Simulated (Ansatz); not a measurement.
**F2H2S2Si: small, medium and large basis sets**

The task here is to estimate one member of a computed series from the others.

Computed with Ansatz 0.2.0, Gaussian basis. Level: one geometry, several basis sets.

Plan: PBE0-D4/def2-SVP; ωB97M-V/def2-SVP; PBE0-D4/def2-QZVPP; ωB97M-V/def2-QZVPP; the functionals' def2-TZVPP values are taken from earlier runs.

### The geometry

The geometry comes from an earlier relaxation with PBE0-D4 in a triple-zeta def2 set; it is a stationary point, not always the lowest conformer.

7 atoms, charge 0, spin multiplicity 1.

Atoms are counted from 1 here; the program's logs count them from 0.

Bond lengths: F1–Si2 1.582 Å, Si2–F3 1.585 Å, Si2–S4 2.104 Å, Si2–S5 2.101 Å, S4–H6 1.346 Å, S5–H7 1.345 Å. Angles: F1–Si2–F3 105.5°, F1–Si2–S4 113.1°, F1–Si2–S5 105.4°, F3–Si2–S4 108.2°, F3–Si2–S5 113.5°, S4–Si2–S5 111.1°, Si2–S4–H6 93.2°, Si2–S5–H7 92.6°.

Geometry (Å):

```
F     0.8244   -1.4876    1.0532
Si    0.1786   -0.4195    0.0806
F    -0.8556   -1.2265   -0.8089
S    -0.8699    1.0951    1.0976
S     1.7824    0.3783   -1.0168
H    -1.9837    0.3491    1.2171
H     0.9851    1.2430   -1.6685
```

Set-up of the first run:

in.yaml reads:

```yaml
crystal:
  periodic: [false, false, false]
  atoms:
    - {symbol: F, position_ang: [0.824430, -1.487559, 1.053177]}
    - {symbol: Si, position_ang: [0.178552, -0.419452, 0.080561]}
    - {symbol: F, position_ang: [-0.855631, -1.226506, -0.808872]}
    - {symbol: S, position_ang: [-0.869891, 1.095100, 1.097648]}
    - {symbol: S, position_ang: [1.782386, 0.378262, -1.016799]}
    - {symbol: H, position_ang: [-1.983666, 0.349107, 1.217054]}
    - {symbol: H, position_ang: [0.985118, 1.243047, -1.668470]}
basis:
  gaussian: {orbitals: def2-SVP}
hamiltonian: {xc: pbe0, dispersion: d4}
output: {orbitals: {seedname: orbitals}}
```

Launch:

```
$ ansatz run in.yaml --threads 4 --pin off --events-out ev --progress --plain --max-ram 10444MiB
```

Among the steps run: PBE0-D4 in def2-SVP; ωB97M-V in def2-SVP; PBE0-D4 in def2-QZVPP; ωB97M-V in def2-QZVPP.

One table of the session follows, with a row left open; its other results are not shown here.

It belongs to the step «Density functionals: the series». 

```
functional       basis  HOMO (eV)  LUMO (eV)
   PBE0-D4    def2-SVP      -8.19       0.33
   PBE0-D4  def2-TZVPP          ?          ?
   PBE0-D4  def2-QZVPP      -8.31      -0.25
   ωB97M-V    def2-SVP     -10.36       2.32
   ωB97M-V  def2-TZVPP     -10.48       1.81
   ωB97M-V  def2-QZVPP     -10.52       1.24
```

**Question.** Estimate the row for PBE0-D4, def2-TZVPP.

The run gave: HOMO (eV): -8.28; LUMO (eV): -0.08. In the column «HOMO (eV)» it lies between PBE0-D4, def2-QZVPP (-8.31) and PBE0-D4, def2-SVP (-8.19).
